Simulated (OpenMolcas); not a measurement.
# InSi2H7 (SMILES [SiH3][SiH2][InH2]) at 5 levels

Aim: a comparison of 5 runs (HF/STO-3G, HF/3-21G, HF/def2-SVP, B3LYP/def2-SVP, MP2/def2-SVP) of InSi2H7. 

Program for the calculation: OpenMolcas 26.06.

**1. The molecule**

InSi2H7 has 10 atoms, charge 0, and is taken as a singlet. As SMILES, `[SiH3][SiH2][InH2]`. The shape is that of a PBE0-D4/def2-TZVP optimisation.

Bond lengths: Si1–Si2 2.339 Å, Si2–In3 2.571 Å, Si1–H4 1.488 Å, Si1–H5 1.489 Å, Si1–H6 1.489 Å, Si2–H7 1.491 Å, Si2–H8 1.492 Å, In3–H9 1.728 Å, In3–H10 1.728 Å. Some angles: Si1–Si2–In3 110.2°, Si1–Si2–H7 108.2°, Si1–Si2–H8 107.8°, In3–Si2–H7 111.9°, In3–Si2–H8 111.1°, Si2–Si1–H4 112.1°, Si2–Si1–H5 109.8°, Si2–Si1–H6 109.8°, Si2–In3–H9 121.0°, Si2–In3–H10 120.2°.

**2. Energy and gradient at HF/STO-3G (run 1)**

Input file mol.input:

```
* H7InSi2 Hartree-Fock
>>> EXPORT MOLCAS_PRINT=2
&GATEWAY
BASLIB
$CurrDir
BASISSET
Si.STO-3G....
Si1 -1.450900 0.732300 -0.821600 angstrom
Si2 0.023100 -0.982700 -0.222400 angstrom
End of Basis
BASISSET
In.STO-3G....
In3 1.884800 -0.062700 1.293100 angstrom
End of Basis
BASISSET
H.STO-3G....
H4 -2.541100 0.248700 -1.711500 angstrom
H5 -0.707700 1.812100 -1.527500 angstrom
H6 -2.065700 1.320500 0.400500 angstrom
H7 -0.761300 -2.056900 0.451800 angstrom
H8 0.588700 -1.557900 -1.477300 angstrom
H9 1.761400 -0.160900 3.013900 angstrom
H10 3.268800 0.707500 0.601100 angstrom
End of Basis
&SEWARD
&SCF
THRESHOLDS
1e-10 1e-07 1e-07 1e-05
PRORBITALS
1 2
&ALASKA
```

The basis set STO-3G is read from a file made from the Basis Set Exchange's data (not shown).

Started as:

```sh
$ export MOLCAS_MEM=1860
$ pymolcas mol.input > mol.log
```

Log:

```text
--- Start Module: gateway ---
[...]
--- Stop Module: gateway /rc=_RC_ALL_IS_WELL_ ---
[...]
      Basis functions           52
[...]
--- Start Module: scf ---
[...]
       Convergence after  13 Iterations
[...]
::    Total SCF energy                              -6258.1631908136
[...]
      Total spin, S                                     0.0000000000
[...]
      Total electronic charge=   84.000000
      Total            charge=   -0.000000
[...]
      Dipole Moment (debye):
      Origin of the operator (angstrom)=    0.9902   -0.0781    0.6696
                   X=  4.9163E-01               Y= -2.2269E-01               Z=  3.0087E-01           Total=  6.1791E-01
      Quadrupole Moment (debye*angstrom):
[...]
--- Stop Module: scf /rc=_RC_ALL_IS_WELL_ ---
[...]
--- Start Module: alaska ---
[...]
 *              Molecular gradients               *
 **************************************************
  Irreducible representation: a
 ------------------------------------------------------------------------------------------
                              X                       Y                       Z
 ------------------------------------------------------------------------------------------
  SI1              -6.35165575767260E-04    2.98445366078681E-03   -1.90367862895613E-05
  SI2               9.78098531330396E-03    1.63720526076716E-03    8.23694338045478E-03
  IN3              -1.67719941785371E-02   -7.66870659544061E-03   -1.34147216507117E-02
  H4               -2.32339631868914E-02   -1.28283760747145E-02   -1.95815025376809E-02
  H5                1.86201284124174E-02    2.27582090221992E-02   -1.56526109155388E-02
  H6               -1.26617298570553E-02    1.14746011016864E-02    2.86689878861894E-02
  H7               -1.67838485798040E-02   -2.22384147411541E-02    1.75968918499256E-02
  H8                1.49230741337418E-02   -1.04067927899520E-02   -2.76759384564347E-02
[...]
--- Stop Module: alaska /rc=_RC_ALL_IS_WELL_ ---
[...]
```

It took 6 s on 1 thread of Intel Xeon Platinum 8259CL at 2.50GHz (Skylake/Cascade Lake), shared host; peak memory 0.38 GiB.

**3. Energy and forces at HF/3-21G (run 2)**

Input file coord.xyz:

```xyz
10

Si    -1.450900     0.732300    -0.821600
Si     0.023100    -0.982700    -0.222400
In     1.884800    -0.062700     1.293100
H     -2.541100     0.248700    -1.711500
H     -0.707700     1.812100    -1.527500
H     -2.065700     1.320500     0.400500
H     -0.761300    -2.056900     0.451800
H      0.588700    -1.557900    -1.477300
H      1.761400    -0.160900     3.013900
H      3.268800     0.707500     0.601100
```

Input file calc.inp:

```
&gateway
 baslib=$CurrDir
 coord=coord.xyz
 basis=3-21G
 group=NoSym

&seward

&scf
 thresholds=1e-10 1e-07 1e-07 1e-05
 prorbitals=1 1

&alaska
```

The basis set 3-21G is read from a file made from the Basis Set Exchange's data (not shown).

Started as:

```sh
$ export MOLCAS_MEM=1860
$ pymolcas calc.inp > calc.log
```

Log:

```text
--- Start Module: gateway ---
[...]
--- Stop Module: gateway /rc=_RC_ALL_IS_WELL_ ---
[...]
      Basis functions           71
[...]
--- Start Module: scf ---
[...]
       Convergence after  11 Iterations
[...]
::    Total SCF energy                              -6293.5437434751
[...]
      Total spin, S                                     0.0000000000
[...]
      Total electronic charge=   84.000000
      Total            charge=   -0.000000
[...]
      Dipole Moment (debye):
      Origin of the operator (angstrom)=    0.9902   -0.0781    0.6696
                   X=  5.4740E-01               Y= -2.1146E-02               Z=  3.8340E-01           Total=  6.6865E-01
      Quadrupole Moment (debye*angstrom):
[...]
--- Stop Module: scf /rc=_RC_ALL_IS_WELL_ ---
[...]
--- Start Module: alaska ---
[...]
 *              Molecular gradients               *
 **************************************************
  Irreducible representation: a
 ------------------------------------------------------------------------------------------
                              X                       Y                       Z
 ------------------------------------------------------------------------------------------
  SI1               8.22171829602425E-03   -4.96282439052376E-03    4.48761508098539E-03
  SI2               1.55773221760036E-03    9.84664112557709E-03    3.59610243648056E-03
  IN3              -2.30288461517603E-03    5.82605543580250E-04   -1.53641608944355E-03
  H4                2.94659019448140E-04   -3.47591135675618E-04    1.08232382426188E-04
  H5               -4.61209532163442E-04   -6.67806857368003E-04   -1.27879008198217E-04
  H6               -1.46842478223164E-04   -5.76585690691633E-04   -6.32608048641181E-04
  H7                8.21471265493479E-04    4.21045333727221E-04    1.16146037187903E-05
  H8                2.21269117434586E-04    2.77032140674649E-04    9.01567204342868E-04
[...]
--- Stop Module: alaska /rc=_RC_ALL_IS_WELL_ ---
[...]
```

It took 8.7 s on 1 thread of Intel Xeon Platinum 8259CL at 2.50GHz (Skylake/Cascade Lake), shared host; peak memory 0.42 GiB.

Run 3 isn't shown in full; the table further down has it.

**4. Energy and gradient at B3LYP/def2-SVP (core potential) (run 4)**

Input file input.xyz:

```xyz
10

Si    -1.450900     0.732300    -0.821600
Si     0.023100    -0.982700    -0.222400
In     1.884800    -0.062700     1.293100
H     -2.541100     0.248700    -1.711500
H     -0.707700     1.812100    -1.527500
H     -2.065700     1.320500     0.400500
H     -0.761300    -2.056900     0.451800
H      0.588700    -1.557900    -1.477300
H      1.761400    -0.160900     3.013900
H      3.268800     0.707500     0.601100
```

Input file mol.input:

```
>>> EXPORT MOLCAS_PRINT=2
&GATEWAY
BasLib=$CurrDir
Coord=input.xyz
Basis=def2-SVP
Group=NoSym
&SEWARD
GridInput
Grid=UltraFine
End of Grid
&SCF
KSDFT=B3LYP
Thresholds=1e-10 1e-07 1e-07 1e-05
PrOrbitals=1 2
&ALASKA
```

The basis set def2-SVP is read from a file made from the Basis Set Exchange's data (not shown).

Started as:

```sh
$ export MOLCAS_MEM=1860
$ pymolcas mol.input > mol.log
```

Log:

```text
--- Start Module: gateway ---
[...]
--- Stop Module: gateway /rc=_RC_ALL_IS_WELL_ ---
[...]
      Basis functions           97
[...]
--- Start Module: scf ---
[...]
       Convergence after  13 Iterations
[...]
::    Total KS-DFT energy                            -773.2162277381
[...]
      Total spin, S                                     0.0000000000
[...]
      Total electronic charge=   56.000000
      Total            charge=   -0.000000
[...]
      Dipole Moment (debye):
      Origin of the operator (angstrom)=    0.9902   -0.0781    0.6696
                   X=  1.6369E-01               Y= -1.8456E-01               Z=  7.1818E-02           Total=  2.5693E-01
      Quadrupole Moment (debye*angstrom):
[...]
--- Stop Module: scf /rc=_RC_ALL_IS_WELL_ ---
[...]
--- Start Module: alaska ---
[...]
 *              Molecular gradients               *
 **************************************************
  Irreducible representation: a
 ------------------------------------------------------------------------------------------
                              X                       Y                       Z
 ------------------------------------------------------------------------------------------
  SI1               1.50232873341594E-03   -1.27041751439005E-03    6.11959575945953E-04
  SI2               9.08562763508147E-04    2.47772618823028E-03    1.31500005829466E-03
  IN3              -1.49855343048166E-03   -1.44723662881319E-04   -1.07183149960299E-03
  H4                1.53311436508830E-03    5.93978409899831E-04    1.22190015517898E-03
  H5               -8.85092902698448E-04   -1.53197433912622E-03    9.97226754913871E-04
  H6                9.16987361952337E-04   -8.93225999457403E-04   -1.56652792556100E-03
  H7                1.00792397420602E-03    1.47657491588715E-03   -7.78113940932634E-04
  H8               -6.95731138836697E-04    8.68231198304148E-04    1.60370866012460E-03
[...]
--- Stop Module: alaska /rc=_RC_ALL_IS_WELL_ ---
[...]
```

It took 59 s on 1 thread of Intel Xeon Platinum 8259CL at 2.50GHz (Skylake/Cascade Lake), shared host; peak memory 0.54 GiB.

**5. The energy at MP2/def2-SVP (core potential) (run 5)**

coord.xyz is that of step 3.

Input file mol.inp:

```
* H7InSi2 MP2

&GATEWAY
  BasLib=$CurrDir
  Coord=coord.xyz
  Basis=def2-SVP
  Group=NoSym

&SEWARD

&SCF
  Thresholds=1e-10 1e-07 1e-07 1e-05
  PrOrbitals=1 1

&MBPT2
  Frozen=14
```

The basis set def2-SVP is read from a file made from the Basis Set Exchange's data (not shown).

Started as:

```sh
$ export MOLCAS_MEM=1860
$ pymolcas mol.inp > mol.log
```

Log:

```text
--- Start Module: gateway ---
[...]
--- Stop Module: gateway /rc=_RC_ALL_IS_WELL_ ---
[...]
      Basis functions           97
[...]
--- Start Module: scf ---
[...]
       Convergence after  12 Iterations
[...]
::    Total SCF energy                               -770.9297659912
[...]
      Total spin, S                                     0.0000000000
[...]
      Total electronic charge=   56.000000
      Total            charge=   -0.000000
[...]
      Dipole Moment (debye):
      Origin of the operator (angstrom)=    0.9902   -0.0781    0.6696
                   X=  2.6263E-01               Y= -2.1445E-01               Z=  1.3600E-01           Total=  3.6532E-01
      Quadrupole Moment (debye*angstrom):
[...]
--- Stop Module: scf /rc=_RC_ALL_IS_WELL_ ---
[...]
--- Start Module: mbpt2 ---
[...]
WARNING!
Default frozen orbitals as non valence orbitals is overwritten by user input.
Default values:   4
[...]
       Reference weight ( Cref**2 )         =        0.87636
::    Total MBPT2 energy                             -771.2276191154
[...]
      Total MBPT2 calculations                           0.53      0.61
--- Stop Module: mbpt2 /rc=_RC_ALL_IS_WELL_ ---
[...]
```

Wall time 13 s (1 thread of Intel Xeon Platinum 8259CL at 2.50GHz (Skylake/Cascade Lake), shared host); peak memory 0.54 GiB.

**6. The series**

```csv
run,level,integration grid,task,energy (Eh),dipole moment (D) of the reference,HOMO energy (eV),LUMO energy (eV),wall time
1,HF/STO-3G,–,gradient,-6258.163191,0.62,-6.85,5.41,6 s
2,HF/3-21G,–,gradient,-6293.543743,0.67,-9.48,0.37,8.7 s
3,HF/def2-SVP (core potential),–,gradient,-770.929766,0.37,-9.52,0.38,16 s
4,B3LYP/def2-SVP (core potential),UltraFine,gradient,-773.216228,0.26,-7.05,-2.41,59 s
5,MP2/def2-SVP (core potential),–,energy,-771.227619,0.37,-9.52,0.38,13 s
```

**7. Results**

| quantity | value |
| --- | --- |
| run 5: total energy | -771.22762 Eh |
| run 5: dipole moment (mean-field density) | 0.37 D |
| run 5: HOMO energy (Hartree–Fock orbitals) | -9.52 eV |
| run 5: LUMO energy (Hartree–Fock orbitals) | 0.38 eV |
| run 5: HOMO–LUMO gap (Hartree–Fock orbitals) | 9.90 eV |
| run 5: correlation energy (14 core orbitals frozen) | -297.9 mEh |

In words: Over runs 1, 2, 3, 4 the dipole moment (its size) runs from 0.26 D (B3LYP/def2-SVP) to 0.67 D (HF/3-21G). The two ends differ in method and basis and core potential. Over runs 1, 2, 3, 4 the HOMO–LUMO gap runs from 4.65 eV (B3LYP/def2-SVP) to 12.26 eV (HF/STO-3G). Some runs of one species differ in core potentials or relativity; totals across that change don't compare. In run 1 the basis is minimal, so the values are rough. In runs 1, 2 relativity is left out where basis or elements ask for it. All runs together took 1.7 min, the longest 59 s.
